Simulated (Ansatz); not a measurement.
**C2H3Sb (SMILES C#[C][SbH2]): one structure at several levels**

One table from this session's results is given with a row withheld; the runs are named, their logs left out.

Program: Ansatz 0.2.0, Gaussian basis. Level of theory: single points in def2-TZVPP. These are calculated values, not measurements.

Correlated methods freeze the cores. Filled d shells of the heavier atoms are correlated. Core potentials replace the inner electrons past krypton, and spin-orbit coupling is left out.

## The starting structure

SMILES `C#[C][SbH2]`, 6 atoms, charge 0, spin multiplicity 1.

Atoms are counted from 1 here; the program's logs count them from 0.

Bond lengths: C1–C2 1.242 Å, C1–H4 1.067 Å, C2–Sb3 2.033 Å, Sb3–H5 1.738 Å, Sb3–H6 1.667 Å. Angles: C2–C1–H4 175.4°, C1–C2–Sb3 173.3°, C2–Sb3–H5 88.6°, C2–Sb3–H6 90.5°, H5–Sb3–H6 88.4°.

As a file:

| atom | x (Å) | y (Å) | z (Å) |
| --- | --- | --- | --- |
| C1 | -0.36390 | -1.68350 | -0.13050 |
| C2 | 0.09500 | -0.54080 | 0.03030 |
| Sb3 | 1.00670 | 1.22970 | 0.44010 |
| H4 | -0.81290 | -2.63130 | -0.32490 |
| H5 | 0.48220 | 1.81090 | -1.11200 |
| H6 | -0.40830 | 1.82540 | 1.08990 |

Set-up of the first run:

run/in.yaml reads:

```yaml
crystal:
  periodic: [false, false, false]
  atoms:
    - {symbol: C, position_ang: [-0.363900, -1.683500, -0.130500]}
    - {symbol: C, position_ang: [0.095000, -0.540800, 0.030300]}
    - {symbol: Sb, position_ang: [1.006700, 1.229700, 0.440100]}
    - {symbol: H, position_ang: [-0.812900, -2.631300, -0.324900]}
    - {symbol: H, position_ang: [0.482200, 1.810900, -1.112000]}
    - {symbol: H, position_ang: [-0.408300, 1.825400, 1.089900]}
basis:
  gaussian: {orbitals: def2-TZVPP}
correlation: {method: ccsd_t}
output: {forces: true}
```

The command line of these runs was not kept.

Steps of the session up to this table: CCSD(T)/def2-TZVPP; PBE0-D4/def2-TZVPP; wB97M-V/def2-TZVPP; r2SCAN-D4/def2-TZVPP; PBE-D4/def2-TZVPP; BHLYP-D4/def2-TZVPP; r2SCANh-D4/def2-TZVPP.

One of the session's tables, all rows but one given; the rest of the session is left out.

```
    method  RMS force component (eV/Å)  angle to CCSD(T) forces (°)  dipole (D)
   CCSD(T)                       0.944                    reference        0.49
   PBE0-D4                       1.329                          9.0        0.54
   wB97M-V                       1.447                          8.0        0.56
 r2SCAN-D4                       1.207                          8.3        0.54
    PBE-D4                           ?                            ?           ?
  BHLYP-D4                       1.706                         10.2        0.61
r2SCANh-D4                       1.303                          8.6        0.53
```

Estimate the missing values for PBE-D4.

As computed: RMS force component (eV/Å): 1.038; angle to CCSD(T) forces (°): 12.4; dipole (D): 0.59. In the column «RMS force component (eV/Å)» it lies between CCSD(T) (0.944) and r2SCAN-D4 (1.207).
